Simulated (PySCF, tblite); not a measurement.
# C₇H₇O₂−: a rotation path, then NMR shifts on frames

How do NMR shifts of C₇H₇O₂− (`O=C([O-])C1=CC=CCC1`) change as the atoms move?

Programs: tblite 0.8.0 and PySCF 2.14.0, with density-fitted response routines of our own. Each step states its level of theory. These are calculated values for one molecule in the gas phase, unless marked as measured. Atoms are numbered from 0 throughout.

### 1 The starting structure

16 atoms, charge -1, multiplicity 1; geometry from: GFN2-xTB.

Bonds of the start (Å): O0–C1 1.24, C1–O2 1.24, C1–C3 1.56, C3–C4 1.34, C4–C5 1.45, C5–C6 1.33, C6–C7 1.50, C7–C8 1.53, C8–C3 1.50, C4–H9 1.08, C5–H10 1.08, C6–H11 1.08, C7–H12 1.10, C7–H13 1.09, C8–H14 1.10, C8–H15 1.09.

### 2 The rotation path with GFN2-xTB

What the job is given:

```
{"job": {"kind": "neb", "xc": "GFN2-xTB", "basis": "xTB", "atoms": [2, 1, 3, 8], "turn": 180}, "charge": -1, "multiplicity": 1}
O      3.093596     1.105464     0.491132
C      2.496392     0.056048     0.209953
O      2.953853    -1.087210     0.048042
C      0.954189     0.181874     0.046478
C      0.282814     1.275508     0.422852
C     -1.149280     1.368613     0.235527
C     -1.874033     0.279673    -0.024491
C     -1.216752    -1.072337    -0.058821
C      0.213976    -0.962359    -0.582708
H      0.818446     2.115754     0.840638
H     -1.616271     2.345252     0.302915
H     -2.948190     0.324297    -0.162279
H     -1.200734    -1.477775     0.962710
H     -1.796365    -1.766895    -0.675580
H      0.202096    -0.797733    -1.668751
H      0.778664    -1.879231    -0.399028
```

With the program's defaults for keys left out, this is: GFN2-xTB climbing-image nudged elastic band, gas phase.

Started as:

```bash
> OMP_NUM_THREADS=1 python probes_run.py task.json out
```

This one command runs all jobs of the session in turn.

The log of the run:

```text
image   E - E0 / eV
  0      -0.0000
  1       0.0090
  2       0.0297
  3       0.0509
  4       0.0595
  5       0.0547
  6       0.0369
  7       0.0122
  8      -0.0000
```

Wall time 5.5 s (1 thread, shared host).

The final band, with the dihedral O2–C1–C3–C8:

```tsv
image	dihedral (°)	energy (eV)	energy (kcal/mol)
0	-14	0.000	0.0
1	8	0.009	0.2
2	30	0.030	0.7
3	52	0.051	1.2
4	75	0.060	1.4
5	98	0.055	1.3
6	121	0.037	0.9
7	144	0.012	0.3
8	167	0.000	0.0
```

### 3 NMR shieldings: image 0, PBE0/pcSseg-1

What the job is given:

```
{"job": {"kind": "nmr", "xc": "PBE0", "basis": "pcSseg-1", "pop": false}, "charge": -1, "multiplicity": 1}
O      3.093600     1.105500     0.491100
C      2.496400     0.056000     0.210000
O      2.953900    -1.087200     0.048000
C      0.954200     0.181900     0.046500
C      0.282800     1.275500     0.422900
C     -1.149300     1.368600     0.235500
C     -1.874000     0.279700    -0.024500
C     -1.216800    -1.072300    -0.058800
C      0.214000    -0.962400    -0.582700
H      0.818400     2.115800     0.840600
H     -1.616300     2.345300     0.302900
H     -2.948200     0.324300    -0.162300
H     -1.200700    -1.477800     0.962700
H     -1.796400    -1.766900    -0.675600
H      0.202100    -0.797700    -1.668800
H      0.778700    -1.879200    -0.399000
```

Method: GIAO PBE0/pcSseg-1 NMR shielding, non-relativistic, gas phase.

The log of the run:

```text
coarse grid: 14120 points
cycle   1  E = -420.5957588652  dE =  1.550e+00  |g| = 1.096e+00  |ddm| = 3.848e+00
cycle   2  E = -418.9047224773  dE =  1.691e+00  |g| = 2.429e+00  |ddm| = 4.650e+00
cycle   3  E = -420.6962746261  dE = -1.792e+00  |g| = 6.927e-01  |ddm| = 4.347e+00
cycle   4  E = -420.8252369596  dE = -1.290e-01  |g| = 2.283e-01  |ddm| = 7.757e-01
cycle   5  E = -420.8345653289  dE = -9.328e-03  |g| = 1.254e-01  |ddm| = 3.354e-01
cycle   6  E = -420.8387373095  dE = -4.172e-03  |g| = 3.968e-02  |ddm| = 1.982e-01
cycle   7  E = -420.8391055415  dE = -3.682e-04  |g| = 6.147e-03  |ddm| = 4.563e-02
cycle   8  E = -420.8391125904  dE = -7.049e-06  |g| = 2.993e-03  |ddm| = 9.775e-03
final grid: 138480 points
cycle   9  E = -420.9143719249  dE = -2.989e-05  |g| = 1.096e-02  |ddm| = 4.139e-02
cycle  10  E = -420.9143423886  dE =  2.954e-05  |g| = 1.646e-02  |ddm| = 2.851e-02
cycle  11  E = -420.9143966752  dE = -5.429e-05  |g| = 1.144e-03  |ddm| = 1.845e-02
cycle  12  E = -420.9143969322  dE = -2.570e-07  |g| = 2.412e-04  |ddm| = 1.277e-03
cycle  13  E = -420.9143969400  dE = -7.842e-09  |g| = 1.767e-04  |ddm| = 4.267e-04
cycle  14  E = -420.9143969461  dE = -6.078e-09  |g| = 4.127e-05  |ddm| = 1.923e-04
cycle  15  E = -420.9143969464  dE = -2.839e-10  |g| = 1.622e-05  |ddm| = 6.001e-05
converged SCF energy = -420.9143969464

GIAO shielding tensors (ppm)
atom      isotropic    diamagn.    paramagn.     s11        s22        s33       span
  0 O       21.893     407.079    -385.186   -183.521    -40.057    289.255    472.775
  1 C       19.904     237.361    -217.457    -72.845     63.734     68.822    141.666
  2 O       -5.998     407.112    -413.111   -213.432    -82.885    278.321    491.753
  3 C       26.654     261.614    -234.961    -72.031     10.552    141.440    213.471
  4 C       64.318     251.098    -186.780    -43.749     72.735    163.970    207.719
  5 C       49.263     254.151    -204.888    -70.279     59.961    158.107    228.386
  6 C       64.080     255.744    -191.665    -34.865     71.507    155.597    190.462
  7 C      158.133     247.182     -89.049    146.188    161.694    166.517     20.329
  8 C      159.489     246.577     -87.088    149.276    157.536    171.654     22.378
  9 H       25.077      33.056      -7.980     22.853     24.964     27.413      4.561
 10 H       25.526      31.428      -5.903     24.164     24.344     28.069      3.906
 11 H       26.475      31.432      -4.957     24.519     26.869     28.038      3.519
 12 H       29.718      30.703      -0.985     25.176     28.526     35.453     10.276
 13 H       30.031      30.701      -0.670     25.961     28.817     35.315      9.354
 14 H       30.003      31.102      -1.100     26.167     28.665     35.176      9.009
 15 H       28.190      31.194      -3.004     23.107     27.118     34.345     11.238
```

It took 70 s on 1 thread, shared host.

Shifts follow as δ = σ(reference) − σ, with reference shieldings (ppm) from runs at the same level and on the same kind of geometry: ¹H TMS 31.72, ¹³C TMS 186.9, ¹⁷O H2O 336.1. The references are single molecules in the gas phase, so shifts against H2O, NH3, PH3, H3PO4 or CFCl3 are not on the usual liquid scales and can be off by tens of ppm. Each atom is listed at this fixed geometry, with no averaging over motion; a spectrum would average atoms that exchange fast.

```tsv
atoms	environment	σ (ppm)	δ (ppm)
C1	carboxylate carbon	19.9	167.0
C3	α carbon of a C=C–C=O unit	26.7	160.3
C5	alkene CH	49.3	137.7
C6	alkene CH	64.1	122.8
C4	β carbon of a C=C–C=O unit	64.3	122.6
C7	allylic sp3 CH2	158.1	28.8
C8	allylic sp3 CH2	159.5	27.4
H9	hydrogen on a β carbon of a C=C–C=O unit	25.08	6.64
H10	hydrogen on an alkene CH	25.53	6.19
H11	hydrogen on an alkene CH	26.48	5.24
H15	hydrogen on an allylic sp3 CH2	28.19	3.53
H12	hydrogen on an allylic sp3 CH2	29.72	2.00
H14	hydrogen on an allylic sp3 CH2	30.00	1.71
H13	hydrogen on an allylic sp3 CH2	30.03	1.69
O2	carboxylate oxygen	-6.0	342.1
O0	carboxylate oxygen	21.9	314.2
```

Ring of atoms C3, C4, C5, C6, C7, C8: NICS(0) 1.6, NICS(1) -1.6, NICS(1)zz 3.1 ppm (means of both faces).

### 4 NMR shieldings: image 2, PBE0/pcSseg-1

What the job is given:

```
{"job": {"kind": "nmr", "xc": "PBE0", "basis": "pcSseg-1", "pop": false}, "charge": -1, "multiplicity": 1}
O      2.999400     0.689500     1.138200
C      2.499800     0.057000     0.196500
O      3.046400    -0.673600    -0.644300
C      0.957300     0.179700     0.055800
C      0.287800     1.300400     0.349500
C     -1.145500     1.384900     0.157800
C     -1.873200     0.284600    -0.041100
C     -1.219800    -1.068100     0.002200
C      0.214500    -0.994000    -0.518600
H      0.816400     2.167400     0.720100
H     -1.612200     2.365000     0.176700
H     -2.948200     0.323200    -0.174800
H     -1.207000    -1.411900     1.046500
H     -1.799400    -1.796600    -0.574800
H      0.216000    -0.886900    -1.611000
H      0.759900    -1.911400    -0.290100
```

Level: GIAO PBE0/pcSseg-1 NMR shielding, non-relativistic, gas phase.

The log of the run:

```text
coarse grid: 14120 points
cycle   1  E = -420.5940393475  dE =  1.546e+00  |g| = 1.095e+00  |ddm| = 3.850e+00
cycle   2  E = -419.4098493906  dE =  1.184e+00  |g| = 2.327e+00  |ddm| = 4.279e+00
cycle   3  E = -420.7546630472  dE = -1.345e+00  |g| = 5.293e-01  |ddm| = 3.800e+00
cycle   4  E = -420.8328875196  dE = -7.822e-02  |g| = 1.256e-01  |ddm| = 7.094e-01
cycle   5  E = -420.8349281584  dE = -2.041e-03  |g| = 8.865e-02  |ddm| = 2.051e-01
cycle   6  E = -420.8366054301  dE = -1.677e-03  |g| = 3.239e-02  |ddm| = 1.183e-01
cycle   7  E = -420.8368134641  dE = -2.080e-04  |g| = 1.038e-02  |ddm| = 3.645e-02
cycle   8  E = -420.8368344763  dE = -2.101e-05  |g| = 3.615e-03  |ddm| = 1.268e-02
cycle   9  E = -420.8368370854  dE = -2.609e-06  |g| = 1.038e-03  |ddm| = 4.670e-03
final grid: 138480 points
cycle  10  E = -420.9121443746  dE = -2.847e-05  |g| = 1.174e-02  |ddm| = 3.674e-02
cycle  11  E = -420.9121054219  dE =  3.895e-05  |g| = 1.842e-02  |ddm| = 3.117e-02
cycle  12  E = -420.9121723284  dE = -6.691e-05  |g| = 1.294e-03  |ddm| = 1.972e-02
cycle  13  E = -420.9121726461  dE = -3.177e-07  |g| = 3.900e-04  |ddm| = 1.346e-03
cycle  14  E = -420.9121726701  dE = -2.404e-08  |g| = 2.248e-04  |ddm| = 5.987e-04
cycle  15  E = -420.9121726796  dE = -9.471e-09  |g| = 5.052e-05  |ddm| = 2.312e-04
cycle  16  E = -420.9121726800  dE = -4.050e-10  |g| = 2.294e-05  |ddm| = 6.989e-05
converged SCF energy = -420.9121726800

GIAO shielding tensors (ppm)
atom      isotropic    diamagn.    paramagn.     s11        s22        s33       span
  0 O      -10.340     407.266    -417.606   -210.278    -72.449    251.708    461.985
  1 C       15.331     238.948    -223.617    -74.934     53.141     67.786    142.720
  2 O        9.414     406.930    -397.516   -192.056    -55.688    275.985    468.042
  3 C       24.110     262.610    -238.500    -78.846      8.178    142.998    221.843
  4 C       66.540     250.685    -184.146    -38.627     76.620    161.626    200.252
  5 C       49.125     253.956    -204.830    -70.942     59.477    158.841    229.783
  6 C       65.767     255.487    -189.720    -31.866     73.270    155.899    187.764
  7 C      157.552     247.415     -89.864    145.767    161.657    165.231     19.463
  8 C      156.969     245.906     -88.937    148.923    157.042    164.941     16.019
  9 H       25.501      32.785      -7.284     23.241     25.300     27.961      4.720
 10 H       25.523      31.274      -5.751     24.174     24.524     27.872      3.697
 11 H       26.519      31.394      -4.875     24.464     27.127     27.966      3.502
 12 H       29.662      30.736      -1.074     25.273     28.214     35.499     10.226
 13 H       29.943      30.695      -0.752     25.928     28.680     35.220      9.292
 14 H       29.551      31.089      -1.537     25.197     28.320     35.137      9.940
 15 H       29.202      31.438      -2.235     24.840     28.646     34.121      9.281
```

Wall time 68 s (1 thread, shared host).

Key values: δ C1 171.6, C3 162.8, C5 137.8, C6 121.2, H9 6.22, H10 6.19 ppm.

[end of part 1 of 2]
